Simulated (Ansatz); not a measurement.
# MnAl5: what a guessed cell relaxes into

Where does this trial cell of MnAl5 go when cell and atoms are let free?

Method: DFT PBE, scalar-relativistic, plane waves, PAW, in Ansatz 0.2.0.

### 1 The system as given

Symmetry: P6/mmm, No. 191, hexagonal system. The conventional cell has a = 5.090 Å, b = 5.090 Å, c = 4.258 Å, α = 90.00°, β = 90.00°, γ = 120.00°. Mn (site symmetry 6/mmm) has 18 Al at 2.94 to 3.32 Å as nearest neighbours. Al (site symmetry -6m2) has 9 Al at 2.59 to 2.94 Å and 3 Mn at 2.94 Å as nearest neighbours. Around Al (site symmetry mmm) lie 8 Al at 2.54 to 2.59 Å.

As a file:

```
CELL_PARAMETERS angstrom
5.08965 0.00000 0.00000
-2.54482 4.40777 0.00000
0.00000 0.00000 4.25848
ATOMIC_POSITIONS crystal
Mn 0.00000 0.00000 0.00000
Al 0.33333 0.66667 0.00000
Al 0.66667 0.33333 0.00000
Al 0.50000 0.00000 0.50000
Al 0.50000 0.50000 0.50000
Al 0.00000 0.50000 0.50000
```

A structure generator made this guess: species swapped into a database cell of SmFe5 (P6/mmm, No. 191), with Mn on the Sm sites and Al on the Fe sites. Lengths come from tabulated atomic sizes and are only a guess.

### 2 Probe: one point on a coarse mesh

The input, input.yaml:

```yaml
crystal:
  lattice:
    - [5.08964919, 0.0, 0.0]
    - [-2.54482459, 4.40776549, 0.0]
    - [0.0, 0.0, 4.25847517]
  atoms:
    - { symbol: Mn, position: [0.0, 0.0, 0.0], spin: 4.0 }
    - { symbol: Al, position: [0.33333333, 0.66666667, 0.0] }
    - { symbol: Al, position: [0.66666667, 0.33333333, 0.0] }
    - { symbol: Al, position: [0.5, 0.0, 0.5] }
    - { symbol: Al, position: [0.5, 0.5, 0.5] }
    - { symbol: Al, position: [0.0, 0.5, 0.5] }
basis:
  ecutwfc: 420
kpoints:
  mp_grid: { grid: [6, 6, 4] }
hamiltonian:
  xc: pbe
scf:
  occupations: { method: gaussian, width: 0.1 }
  lower_state_search: "off"
output:
  forces: true
  stress: true
  eigenvalues: true
  populations: true
magnetization:
  spin_polarized: true
```

On the command line:

```
ansatz run input.yaml --threads 1 --pin off --max-ram 2560MiB --backend cpu --events-out ev --progress --plain --runs-dir out
```

Further runs follow: coarse relaxation; full relaxation.

Q: Predict the outcome of this session. Wanted: conventional cell; volume; energy over the elements; gap on the mesh; total moment.

**Answer**, as computed:

```
                              quantity                                                                       value
symmetry at the end (tolerance 0.05 Å)                                                space group P6/mmm (No. 191)
                     conventional cell  a = 5.214 Å, b = 5.214 Å, c = 4.596 Å, α = 90.00°, β = 90.00°, γ = 120.00°
                                volume                                                               18.04 Å³/atom
              energy over the elements                                                               +0.32 eV/atom
                       gap on the mesh                                                                none (metal)
                          total moment                                                                3.87 μB/cell
```

**Reading.** The space group P6/mmm (No. 191) is kept, and the volume per atom grows by 13.3 % from the first guess. The formation energy is positive, so the separate elements lie lower. No finished test with a distortion of lower symmetry is shown, so the end may be a saddle point. Other magnetic orders were not searched.
